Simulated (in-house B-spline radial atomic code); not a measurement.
**S⁷⁺: ionisation energy by several methods**

The task here is to estimate one member of a computed series from the others.

Method: Dirac-Coulomb, several functionals; spherical all-electron atom at the radial basis limit. Code: in-house B-spline radial atomic code version 1.

### The system

```
element       : sulfur (Z = 16)
charge        : +7
electrons     : 9
configuration : [He] 2s2 2p5
nucleus       : Fermi, rms radius 3.261 fm
```

The outer shells:

[He] 2s2 2p5
```
[He] core
2s [↑↓]
2p [↑↓][↑↓][↑ ]
```

The boxes only draw the filling; these runs are spin-restricted and spherical.

Set-up of the first run:

The run's settings:

```ini
Z = 16
electrons = 9.0
configuration = [He] 2s2 2p5
hamiltonian = dirac
method = lda_x_rel,vwn
spin_polarised = False
nucleus = fermi
rms_radius = 3.2611
mass_number = 32
atomic_mass = 31.97207117354
speed_of_light = 137.035999084
```

Among the steps run: relativistic LDA; LDA (PW92); BP86, a GGA; RPBE, a GGA; PBEsol, a GGA; exchange-only LDA.

One of the session's tables, all rows but one given; the rest of the session is left out.

| method | ΔSCF (eV) |
| --- | --- |
| relativistic LDA | 333.03 |
| LDA (PW92) | ? |
| exchange-only LDA | 330.69 |
| BP86 | 333.48 |
| RPBE | 333.23 |
| PBEsol | 332.94 |

Q: Estimate the row for LDA (PW92) from the others.

**Answer.** ΔSCF (eV): 333.12. In the column «ΔSCF (eV)» it lies between relativistic LDA (333.03) and RPBE (333.23).
